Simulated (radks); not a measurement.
# Ionisation of P¹²⁺: one atom, several choices of relativity

Aim: the ionisation energy of P¹²⁺ ([He] 2s1) to P¹³⁺ ([He]) for each choice of relativity, and which comes nearest the tabulated value.

Method: Kohn-Sham, PBE, spin-unpolarised, spherical densities. Code: radks (a radial shooting solver on a logarithmic mesh, Libxc functionals) version 1.

2 further runs of the same task are left out: 2 set aside as unsound or not needed.

### 1 The atom as given

```
element       : phosphorus (Z = 15)
charge        : +12
electrons     : 3
configuration : [He] 2s1
ion           : P¹³⁺, [He]
choices       : non-relativistic; scalar-relativistic; Dirac, 2j+1 shares; scalar-relativistic, finite nucleus; Dirac, 2j+1 shares, finite nucleus; Dirac, c × 10; Dirac, c × 3; Dirac, c × 100
```

The outer shells:

P¹²⁺
```
[He] core
2s [↑ ]
```

P¹³⁺
```
1s [↑↓]
```

### 2 non-relativistic: P¹²⁺

Settings of this run:

```text
Z 15
configuration [He] 2s1 2p0 3s0
relativity non-relativistic
functional pbe,pbe
spin unpolarised
nucleus point
```

### 3 non-relativistic: P¹³⁺

Settings of this run:

```text
Z 15
configuration [He]
relativity non-relativistic
functional pbe,pbe
spin unpolarised
nucleus point
```

### 4 scalar-relativistic: P¹²⁺

Settings of this run:

```text
Z 15
configuration [He] 2s1 2p0 3s0
relativity scalar-relativistic
functional pbe,pbe
spin unpolarised
nucleus point
c 137.035999084
```

### 5 scalar-relativistic: P¹³⁺

Settings of this run:

```text
Z 15
configuration [He]
relativity scalar-relativistic
functional pbe,pbe
spin unpolarised
nucleus point
c 137.035999084
```

### 6 Dirac, 2j+1 shares: P¹²⁺

Settings of this run:

```text
Z 15
configuration [He] 2s1 2p0 3s0
relativity Dirac
functional pbe,pbe
spin unpolarised
j_filling average
nucleus point
c 137.035999084
```

### 7 Dirac, 2j+1 shares: P¹³⁺

Changes since step 6:

```diff
@@ -1,3 +1,3 @@
 Z 15
-configuration [He] 2s1 2p0 3s0
+configuration [He]
 relativity Dirac
```

### 8 scalar-relativistic, finite nucleus: P¹²⁺

Settings of this run:

```text
Z 15
configuration [He] 2s1 2p0 3s0
relativity scalar-relativistic
functional pbe,pbe
spin unpolarised
nucleus finite rms 3.1889 fm
c 137.035999084
```

### 9 scalar-relativistic, finite nucleus: P¹³⁺

Changes since step 8:

```diff
@@ -1,3 +1,3 @@
 Z 15
-configuration [He] 2s1 2p0 3s0
+configuration [He]
 relativity scalar-relativistic
```

### 10 Dirac, 2j+1 shares, finite nucleus: P¹²⁺

Settings of this run:

```text
Z 15
configuration [He] 2s1 2p0 3s0
relativity Dirac
functional pbe,pbe
spin unpolarised
j_filling average
nucleus finite rms 3.1889 fm
c 137.035999084
```

### 11 Dirac, 2j+1 shares, finite nucleus: P¹³⁺

Changes since step 10:

```diff
@@ -1,3 +1,3 @@
 Z 15
-configuration [He] 2s1 2p0 3s0
+configuration [He]
 relativity Dirac
```

### 12 Dirac, c × 10: P¹²⁺

Settings of this run:

```text
Z 15
configuration [He] 2s1 2p0 3s0
relativity Dirac
functional pbe,pbe
spin unpolarised
j_filling average
nucleus point
c 1370.35999
```

### 13 Dirac, c × 10: P¹³⁺

Changes since step 12:

```diff
@@ -1,3 +1,3 @@
 Z 15
-configuration [He] 2s1 2p0 3s0
+configuration [He]
 relativity Dirac
```

### 14 Dirac, c × 3: P¹²⁺

Settings of this run:

```text
Z 15
configuration [He] 2s1 2p0 3s0
relativity Dirac
functional pbe,pbe
spin unpolarised
j_filling average
nucleus point
c 411.108
```

### 15 Dirac, c × 3: P¹³⁺

Changes since step 14:

```diff
@@ -1,3 +1,3 @@
 Z 15
-configuration [He] 2s1 2p0 3s0
+configuration [He]
 relativity Dirac
```

### 16 Dirac, c × 100: P¹²⁺

Settings of this run:

```text
Z 15
configuration [He] 2s1 2p0 3s0
relativity Dirac
functional pbe,pbe
spin unpolarised
j_filling average
nucleus point
c 13703.59991
```

### 17 Dirac, c × 100: P¹³⁺

Changes since step 16:

```diff
@@ -1,3 +1,3 @@
 Z 15
-configuration [He] 2s1 2p0 3s0
+configuration [He]
 relativity Dirac
```

**Question.** What will these runs give? Wanted: for each run, relativity; E(P¹²⁺); Δ-SCF; −ε(HOMO); <r> HOMO; error.

**Answer**, as computed:

| relativity | E(P¹²⁺) (hartree) | Δ-SCF (eV) | −ε(HOMO) (eV) | <r> HOMO (bohr) | error (eV) |
| --- | --- | --- | --- | --- | --- |
| non-relativistic | -237.93016 | 607.58 | 584.05 | 0.4371 | -4.16 |
| scalar-relativistic | -238.64781 | 609.69 | 586.06 | 0.4355 | -2.05 |
| Dirac, 2j+1 shares | -238.64781 | 609.69 | 586.05 | 0.4354 | -2.05 |
| scalar-relativistic, finite nucleus | -238.64754 | 609.69 | 586.06 | 0.4355 | -2.05 |
| Dirac, 2j+1 shares, finite nucleus | -238.64754 | 609.69 | 586.05 | 0.4354 | -2.05 |
| Dirac, c × 10 | -237.93729 | 607.61 | 584.07 | 0.4371 | -4.14 |
| Dirac, c × 3 | -238.00947 | 607.82 | 584.27 | 0.4369 | -3.92 |
| Dirac, c × 100 | -237.93023 | 607.58 | 584.05 | 0.4371 | -4.16 |

In words: The NIST Atomic Spectra Database lists 611.74 eV (theoretical). The smallest miss is that of scalar-relativistic (-2.05 eV), the largest that of non-relativistic (-4.16 eV). Runs with a scaled speed of light are not ranked. The ionisation energies span 2.11 eV, the total energies of P¹²⁺ 19.5 eV (scaled speeds of light included): most of the change in the total cancels in the difference. From the non-relativistic level to Dirac, 2j+1 shares, finite nucleus the 1s level goes from -2642.5 to -2649.9 eV and the ionisation energy moves by +2.11 eV. Levels marked c × scale the speed of light and are no model of nature. Spin polarisation and multiplet splitting of open shells are left out at every level.
